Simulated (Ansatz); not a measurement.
# Mo3W: the cost of one run

Program: Ansatz 0.2.0. Level of theory: DFT PBE, scalar-relativistic, plane waves, PAW. These are calculated values, not measurements.

3 further runs of the same task are left out: 2 that didn't finish, 1 set aside as unsound or not needed.

## (1) The starting structure

It takes space group P4/mmm (No. 123, tetragonal). Conventional cell: a = 4.478 Å, b = 4.478 Å, c = 3.167 Å, α = 90.00°, β = 90.00°, γ = 90.00°. Mo (site symmetry mmm) is surrounded by 4 Mo at 2.74 Å and 4 W at 2.74 Å. Mo (site symmetry 4/mmm) is surrounded by 8 Mo at 2.74 Å. W (site symmetry 4/mmm) has 8 Mo at 2.74 Å as nearest neighbours.

Structure file:

```
CELL_PARAMETERS angstrom
4.47830 0.00000 0.00000
0.00000 4.47830 0.00000
0.00000 0.00000 3.16700
ATOMIC_POSITIONS crystal
Mo 0.50000 0.00000 0.00000
Mo 0.50000 0.50000 0.50000
Mo 0.00000 0.50000 0.00000
W 0.00000 0.00000 0.50000
```

It is the end of an earlier relaxation with the same method, from a generated guess; it needn't be the stable form of this composition. At a tolerance of 0.05 Å it has space group P4/mmm (No. 123); it has 15.88 Å³/atom, an uncorrected energy of -0.00 eV/atom over the elements.

## (2) Bands, states and charges

input.yaml reads:

```yaml
crystal:
  lattice:
    - [4.4782993525, 0.0, 0.0]
    - [0.0, 4.4782993525, 0.0]
    - [0.0, 0.0, 3.167003107]
  atoms:
    - { symbol: Mo, position: [0.5, 0.0, 0.0] }
    - { symbol: Mo, position: [0.5, 0.5, 0.5] }
    - { symbol: Mo, position: [0.0, 0.5, 0.0] }
    - { symbol: W, position: [0.0, 0.0, 0.5] }
basis:
  ecutwfc: 420
kpoints:
  mp_grid: { grid: [10, 10, 14] }
  band_path:
    path:
      - [[0.0, 0.0, 0.0], [0.0, 0.5, 0.0], [0.5, 0.5, 0.0], [0.0, 0.0, 0.0], [0.0, 0.0, 0.5], [0.0, 0.5, 0.5], [0.5, 0.5, 0.5], [0.0, 0.0, 0.5]]
      - [[0.0, 0.5, 0.0], [0.0, 0.5, 0.5]]
      - [[0.5, 0.5, 0.0], [0.5, 0.5, 0.5]]
    npoints: 14
hamiltonian:
  xc: pbe
scf:
  occupations: { method: gaussian, width: 0.1 }
  n_extra_bands: 10
output:
  forces: true
  stress: true
  eigenvalues: true
  populations: true
  dos: { projected: true, de: 0.02, nscf_kmesh: { grid: [12, 12, 17] } }
  bader: true
  write_density: true
  write_potential: true
  elf: true
  volumetric_format: npy
```

On the command line:

```sh
$ ansatz run input.yaml --threads 1 --pin off --max-ram 2560MiB --backend cpu --events-out ev --progress --plain --runs-dir out
```

What time and memory should one allow on 1 thread of Intel Xeon at 2.50GHz (Skylake/Cascade Lake), shared host?

About 2.9 min, with a peak of 0.67 GiB.
